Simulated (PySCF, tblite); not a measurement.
**C6H8NO radical: geometry, infrared bands and EPR parameters**

Aim: predict the infrared bands and EPR parameters of C6H8NO radical (`[CH]1NC=C(C2CC2)O1`).

Computed with tblite 0.8.0 and PySCF 2.14.0, with density-fitted response routines of our own, on a single molecule in the gas phase. Atoms count from 0, in the outputs and in this text.

## 1. The molecule as given

16 atoms, charge 0, multiplicity 2; geometry from: force field or distance geometry start.

Bonds of the start (Å): C0–N1 1.43, N1–C2 1.41, C2–C3 1.31, C3–C4 1.49, C4–C5 1.51, C5–C6 1.52, C3–O7 1.41, O7–C0 1.41, C6–C4 1.54, C0–H8 1.10, N1–H9 1.05, C2–H10 1.09, C4–H11 1.11, C5–H12 1.13, C5–H13 1.11, C6–H14 1.11, C6–H15 1.12.

## 2. Optimising the geometry with GFN2-xTB

Job settings and geometry (Å):

```
{"job": {"kind": "relax", "xc": "GFN2-xTB", "basis": "xTB"}, "charge": 0, "multiplicity": 2}
C      2.533400     0.741700     0.502300
N      2.505000    -0.486700    -0.225300
C      1.187300    -0.980300    -0.160400
C      0.382500    -0.077400     0.347800
C     -1.075700    -0.116800     0.627900
C     -2.044600    -0.515600    -0.458600
C     -1.929800     0.949300    -0.078100
O      1.171300     1.044400     0.677800
H      3.093700     1.562100     0.024000
H      3.310400    -0.966300    -0.691000
H      0.893000    -1.967300    -0.521300
H     -1.357800    -0.241500     1.691400
H     -2.918300    -1.093300    -0.037000
H     -1.640700    -0.847300    -1.434600
H     -1.391700     1.576200    -0.822000
H     -2.725600     1.427800     0.545700
```

On the command line:

```sh
> OMP_NUM_THREADS=1 python probes_run.py task.json out
```

The driver reads the jobs from task.json and runs them one after another.

The program printed:

```text
step      E/eV     max force
  0    -647.52823    2.864
  1    -647.75854    1.897
  2    -647.88469    0.773
  3    -647.92992    0.392
  4    -647.94416    0.292
  5    -647.95081    0.220
  6    -647.95706    0.218
  7    -647.96113    0.184
  8    -647.96523    0.176
  9    -647.96828    0.126
 10    -647.97017    0.114
 11    -647.97140    0.116
 12    -647.97263    0.108
 13    -647.97384    0.082
 14    -647.97471    0.068
 15    -647.97529    0.067
 16    -647.97580    0.060
 17    -647.97633    0.057
 18    -647.97684    0.056
 19    -647.97724    0.055
 20    -647.97756    0.061
 21    -647.97792    0.065
 22    -647.97841    0.067
 23    -647.97912    0.072
 24    -647.98010    0.081
 25    -647.98144    0.112
 26    -647.98335    0.155
 27    -647.98602    0.183
 28    -647.98935    0.169
 29    -647.99279    0.179
 30    -647.99073    0.557
 31    -647.99577    0.139
 32    -647.99673    0.079
 33    -647.99787    0.051
 34    -647.99865    0.064
 35    -647.99907    0.060
 36    -647.99958    0.046
 37    -648.00009    0.054
 38    -648.00066    0.053
 39    -648.00106    0.039
 40    -648.00130    0.030
 41    -648.00147    0.024
 42    -648.00165    0.037
 43    -648.00185    0.044
 44    -648.00204    0.048
 45    -648.00222    0.045
 46    -648.00245    0.039
 47    -648.00275    0.059
 48    -648.00306    0.059
 49    -648.00335    0.042
 50    -648.00364    0.045
 51    -648.00400    0.050
 52    -648.00447    0.077
 53    -648.00497    0.084
 54    -648.00543    0.055
 55    -648.00581    0.046
 56    -648.00612    0.041
 57    -648.00635    0.041
 58    -648.00652    0.034
 59    -648.00667    0.037
 60    -648.00684    0.033
 61    -648.00703    0.035
 62    -648.00719    0.035
 63    -648.00734    0.037
 64    -648.00754    0.043
 65    -648.00788    0.051
 66    -648.00842    0.061
 67    -648.00910    0.073
 68    -648.00990    0.077
 69    -648.01089    0.102
 70    -648.01216    0.111
 71    -648.01349    0.094
 72    -648.01477    0.097
 73    -648.01559    0.124
 74    -648.01772    0.160
 75    -648.02001    0.132
 76    -648.02261    0.378
 77    -648.02758    0.208
 78    -648.03122    0.116
 79    -648.03277    0.276
 80    -648.03552    0.117
 81    -648.03823    0.095
 82    -648.04315    0.225
 83    -648.04416    0.229
 84    -648.04803    0.107
 85    -648.05202    0.247
 86    -648.05609    0.320
 87    -648.05910    0.161
 88    -648.06156    0.166
 89    -648.06619    0.148
 90    -648.06852    0.122
 91    -648.07148    0.208
 92    -648.06585    0.604
 93    -648.07844    0.233
 94    -648.08013    0.104
 95    -648.08185    0.086
 96    -648.08317    0.161
 97    -648.08397    0.091
 98    -648.08475    0.093
 99    -648.08592    0.082
100    -648.08646    0.072
101    -648.08705    0.071
102    -648.08759    0.060
103    -648.08789    0.042
104    -648.08811    0.036
105    -648.08825    0.029
106    -648.08837    0.037
107    -648.08846    0.022
108    -648.08852    0.022
109    -648.08856    0.015
110    -648.08858    0.016
111    -648.08861    0.014
112    -648.08863    0.015
113    -648.08864    0.010
114    -648.08866    0.007
```

Run time: 0.55 s. Hardware: 1 thread of Arm Neoverse V2, shared host.

Step by step: (not every step is listed)

```
step  energy from step 0 (eV)  largest force (eV/Å)
   0                   0.0000                2.8639
   1                  -0.2303                1.8968
   2                  -0.3565                0.7730
   3                  -0.4017                0.3915
   4                  -0.4159                0.2916
   5                  -0.4226                0.2198
   6                  -0.4288                0.2182
   7                  -0.4329                0.1838
   8                  -0.4370                0.1759
  18                  -0.4486                0.0558
  28                  -0.4611                0.1691
  38                  -0.4724                0.0531
  48                  -0.4748                0.0593
  58                  -0.4783                0.0341
  68                  -0.4817                0.0774
  78                  -0.5030                0.1155
  88                  -0.5333                0.1657
  98                  -0.5565                0.0930
 108                  -0.5603                0.0221
 109                  -0.5603                0.0153
 110                  -0.5603                0.0162
 111                  -0.5604                0.0145
 112                  -0.5604                0.0150
 113                  -0.5604                0.0100
 114                  -0.5604                0.0073
```

Close pairs (by a distance rule), those that changed most:

```
  bond  before (Å)  after (Å)  change (Å)
C5–H12       1.129      1.079      -0.050
 C3–O7       1.411      1.364      -0.046
 N1–H9       1.047      1.006      -0.040
C6–H15       1.119      1.079      -0.039
 C2–C3       1.312      1.349      +0.037
C6–H14       1.112      1.079      -0.033
 C4–C6       1.538      1.506      -0.031
C5–H13       1.107      1.079      -0.028
```

The end geometry stands in the next job.

## 3. Infrared spectrum with GFN2-xTB

Job settings and geometry (Å):

```
{"job": {"kind": "ir", "xc": "GFN2-xTB", "basis": "xTB"}, "charge": 0, "multiplicity": 2}
C      2.584905     0.168328     0.839674
N      2.433860    -0.220889    -0.513303
C      1.077702    -0.352901    -0.743865
C      0.417923     0.108529     0.338685
C     -1.011249     0.264881     0.623070
C     -2.003966    -0.732588     0.086333
C     -1.966382     0.649423    -0.476640
O      1.303195     0.484286     1.306632
H      3.315777     0.943831     1.044488
H      3.117359    -0.813554    -0.954185
H      0.699162    -0.726489    -1.672782
H     -1.190426     0.671973     1.609486
H     -2.833361    -1.010969     0.717965
H     -1.622619    -1.541086    -0.517649
H     -1.560042     0.788310    -1.466445
H     -2.769438     1.327860    -0.232874
```

The program printed:

```text
mode    cm-1     km/mol
  1      56.9      1.29
  2     155.5      1.15
  3     171.7      1.39
  4     340.8     11.49
  5     374.2     99.96
  6     390.6     34.80
  7     406.8     53.71
  8     596.8      1.99
  9     616.3      2.61
 10     750.2      6.68
 11     766.4     61.73
 12     804.4      1.61
 13     849.5     46.52
 14     860.6      1.86
 15     913.4     20.09
 16     952.4      1.92
 17     989.2     55.42
 18    1036.2     27.32
 19    1053.8      9.16
 20    1066.6      1.40
 21    1072.4      5.93
 22    1079.4      6.93
 23    1091.7      0.91
 24    1103.1      4.44
 25    1154.4      0.29
 26    1158.3      9.38
 27    1193.5     20.25
 28    1254.3     33.04
 29    1258.9     48.24
 30    1307.3     36.94
 31    1395.3      5.51
 32    1432.8      0.06
 33    1484.4      0.10
 34    1631.5      5.84
 35    2960.7     73.38
 36    3070.3      9.38
 37    3092.2     17.52
 38    3093.4     20.62
 39    3099.0      9.53
 40    3117.5     53.26
 41    3180.0     16.18
 42    3455.7      3.60
```

Run time: 0.37 s. Hardware: 1 thread of Arm Neoverse V2, shared host.

The strongest bands and the atoms that carry them (share of the mass-weighted mode):

```
cm⁻¹  km/mol                                   atoms
 374   100.0               H9 45 %, O7 13 %, C0 10 %
 407    53.7                        N1 35 %, C2 19 %
 766    61.7      C0 24 %, N1 23 %, O7 18 %, H8 13 %
 850    46.5               H8 46 %, C0 15 %, N1 14 %
 989    55.4     C4 14 %, H10 12 %, H8 11 %, O7 11 %
1259    48.2               C2 15 %, N1 14 %, C3 12 %
2961    73.4                                 H8 93 %
3118    53.3  H13 28 %, H14 25 %, H12 18 %, H15 16 %
```

## 4. g tensor and hyperfine couplings: B3LYP/pcH-1

The job, as its differences from that of step 3:

```diff
@@ -1,2 +1,2 @@
-{"job": {"kind": "ir", "xc": "GFN2-xTB", "basis": "xTB"}, "charge": 0, "multiplicity": 2}
+{"job": {"kind": "epr", "basis": "pcH-1"}, "charge": 0, "multiplicity": 2}
 C      2.584905     0.168328     0.839674
```

Method: UKS B3LYP, pcH-1 on C H N O, non-relativistic, mean-field spin-orbit, GIAO.

The program printed:

```text
UKS, coarse grid
  cycle   1  E = -363.25807126  |g| = 4.16e-01
  cycle   2  E = -363.16610890  |g| = 6.55e-01
  cycle   3  E = -363.32475498  |g| = 1.32e-01
  cycle   4  E = -363.33075943  |g| = 5.43e-02
  cycle   5  E = -363.33197824  |g| = 1.76e-02
  cycle   6  E = -363.33212248  |g| = 7.24e-03
  cycle   7  E = -363.33214900  |g| = 1.50e-03
  cycle   8  E = -363.33215051  |g| = 9.12e-04
UKS, final grid
  cycle   1  E = -363.33216377  |g| = 1.18e-03
  cycle   2  E = -363.33216310  |g| = 1.67e-03
  cycle   3  E = -363.33216443  |g| = 2.58e-04
  cycle   4  E = -363.33216446  |g| = 6.38e-05
  cycle   5  E = -363.33216447  |g| = 4.65e-05
  cycle   6  E = -363.33216447  |g| = 1.49e-05
E = -363.33216447 Eh   <S^2> = 0.7542 (exact 0.7500)
g shifts (ppm)      1          2          3
  rmc          -221       -221       -221
  gc            -18         23         14
  oz_so         -91       1829       1956
  total        -329       1631       1749
hyperfine (MHz)  atom isotope    a_iso     a_fc   dipolar eigenvalues
    0   13C     224.95     224.95    -57.93    -56.18    114.11
    1   14N       5.93       5.93    -12.76    -12.40     25.15
    2   13C      -8.24      -8.24     -1.23     -0.50      1.73
    3   13C       2.05       2.05     -3.61     -1.77      5.37
    4   13C      -1.81      -1.81     -0.49     -0.36      0.85
    5   13C       1.72       1.72     -0.34     -0.24      0.58
    6   13C       4.98       4.98     -0.45     -0.37      0.83
    7   17O     -30.78     -30.78    -64.11     31.07     33.04
    8    1H      97.04      97.04    -23.16     -5.06     28.23
    9    1H      21.86      21.86    -14.66     -7.30     21.95
   10    1H       0.39       0.39     -2.55     -1.66      4.21
   11    1H      -0.39      -0.39     -1.60     -1.50      3.10
   12    1H       0.28       0.28     -0.55     -0.51      1.07
   13    1H      -0.16      -0.16     -0.92     -0.81      1.73
   14    1H      -0.01      -0.01     -1.05     -0.56      1.61
   15    1H       1.40       1.40     -0.58     -0.51      1.09
```

Run time: 59 s. Hardware: 1 thread of Arm Neoverse V2, shared host; peak memory 1 GiB.

Principal g values 2.00199, 2.00395, 2.00407; g(iso) = 2.00334, against 2.00232 for a free electron.

Hyperfine couplings; where a row names several nuclei, a(iso) is their mean (it holds for fast rotation or exchange) and the dipolar term the largest among them:

```
  nuclei  isotope  a(iso) (MHz)  a(iso) (G, at g = 2.0023)  largest dipolar term (MHz)
      C0      13C         225.0                       80.3                       114.1
      H8       1H          97.0                       34.6                        28.2
      O7      17O         -30.8                      -11.0                       -64.1
      H9       1H          21.9                        7.8                        22.0
      C2      13C          -8.2                       -2.9                         1.7
      N1      14N           5.9                        2.1                        25.2
  C5, C6      13C           3.4                        1.2                         0.8
      C3      13C           2.0                        0.7                         5.4
      C4      13C          -1.8                       -0.6                         0.9
H12, H15       1H           0.8                        0.3                         1.1
     H10       1H           0.4                        0.1                         4.2
     H11       1H          -0.4                       -0.1                         3.1
H13, H14       1H          -0.1                        0.0                         1.7
```

Mulliken spin populations:

C0 0.66; N1 0.16; C2 0.00; C3 0.04; C4 0.00; C5 0.00; C6 0.00; O7 0.12; H8 0.02; H9 0.00; H10 0.00; H11 0.00; H12 0.00; H13 0.00; H14 0.00; H15 0.00

In first order the couplings over 0.8 MHz of 1H, 14N give 36 distinct lines over 47.3 G, if the averaged nuclei exchange fast.

The fields below are evaluated on a grid from the run's orbitals.

ELF in a plane through or near 10 of the atoms.

Values, 10 rows by 14 columns:
```
0.00 0.00 0.00 0.00 0.00 0.00 0.00 0.00 0.00 0.00 0.00 0.00 0.00 0.00
0.00 0.00 0.00 0.00 0.00 0.00 0.02 0.00 0.00 0.00 0.00 0.00 0.00 0.00
0.00 0.00 0.00 0.24 0.02 0.24 0.99 0.43 0.00 0.00 0.00 0.00 0.00 0.00
0.00 0.00 0.41 0.96 0.55 0.42 1.00 0.35 0.02 0.09 0.10 0.01 0.00 0.00
0.00 0.00 0.06 0.74 0.26 0.77 0.17 0.05 0.08 0.76 0.54 0.05 0.00 0.00
0.00 0.00 0.04 0.30 0.75 0.07 0.26 0.91 0.40 0.55 0.22 0.02 0.00 0.00
0.00 0.01 0.82 0.99 0.46 0.69 0.71 0.51 0.76 0.17 0.02 0.00 0.00 0.00
0.00 0.00 0.61 0.87 0.06 0.84 0.72 0.29 1.00 0.70 0.00 0.00 0.00 0.00
0.00 0.00 0.00 0.01 0.00 0.08 0.05 0.01 0.38 0.05 0.00 0.00 0.00 0.00
0.00 0.00 0.00 0.00 0.00 0.00 0.00 0.00 0.00 0.00 0.00 0.00 0.00 0.00
```
The map spans 11.9 Å across and 8.9 Å up, centred on the molecule. Atoms in the plane (x, y in Å): C0 (-2.6, -0.8), N1 (-2.4, 0.6), C2 (-1.1, 0.8), C3 (-0.4, -0.3), C4 (1.0, -0.7), O7 (-1.3, -1.4), H8 (-3.3, -1.3), H9 (-3.1, 1.3), H10 (-0.7, 1.8), H11 (1.2, -1.8).

log10 of the density (e/Å³) in the same plane.

Ten even steps from ' ' (-4.0) to '@' (1.7):
```
                                                        
                                                        
                    ..........                          
            ........::------::..                        
        ..::--------==++++++--::::::::::....            
      ..::====++====++******==----------::::..          
      ::--==******++**####**==--========----::..        
      ::--++**############**======++++++====--..        
      ::--++**##@@####@@##**++==++******++==--::..      
      ::--==**##%%##########**++**####****==--::..      
    ..::--++**####******%%@@##########**++==--::..      
    ..--==++**##%%############%%%%##**++++==--::..      
    ::--==**########%%%%##****####**++====--::..        
    ..--==++********##%%##++++**##**++==--::..          
    ..::--==++++++++******++++++**++==--::..            
      ..::--------==++++========++==--::..              
        ........::::------::::::--::::..                
                    ......  ..........                  
                                                        
                                                        
```
The map spans 11.9 Å across and 8.9 Å up, centred on the molecule. Atoms in the plane (x, y in Å): C0 (-2.6, -0.8), N1 (-2.4, 0.6), C2 (-1.1, 0.8), C3 (-0.4, -0.3), C4 (1.0, -0.7), O7 (-1.3, -1.4), H8 (-3.3, -1.3), H9 (-3.1, 1.3), H10 (-0.7, 1.8), H11 (1.2, -1.8).

On the surface of density 0.002 e/bohr³ the electrostatic potential runs, from the 1st to the 99th percentile, from -1.35 V near O7 to 1.86 V near H9.

The spin density lies nearest to C0 49 %; N1 17 %; O7 15 %; H8 9 %.

## 5. Outcome

| quantity | value |
| --- | --- |
| strongest single infrared mode (GFN2-xTB) | 374 cm⁻¹, 100 km/mol |
| zero-point energy (GFN2-xTB) | 79.8 kcal/mol |
| g(iso) (B3LYP) | 2.00334 |
| ⟨S²⟩ | 0.754 (exact 0.75) |
| largest a(iso) (averaged by class) | 13C on C0, 225.0 MHz |
| surface potential, 1st and 99th percentile | -1.35 V and 1.86 V |

In words: The optimisation took 114 steps and gained 0.560 eV; among the close pairs (by a distance rule), C5–H12 changed most, from 1.129 to 1.079 Å. All 42 modes are real, so the xTB geometry is a minimum. The strongest single mode, at 374 cm⁻¹, has its largest shares on H9, O7 and C0 (the list is cut at 3 atoms). Unscaled tight-binding wavenumbers are off by several per cent, some by more. Its intensities can rank the bands wrongly. C0 carries the largest spin population, 0.66 e. The isotropic g lies 1.0 ppt above the free-electron value.
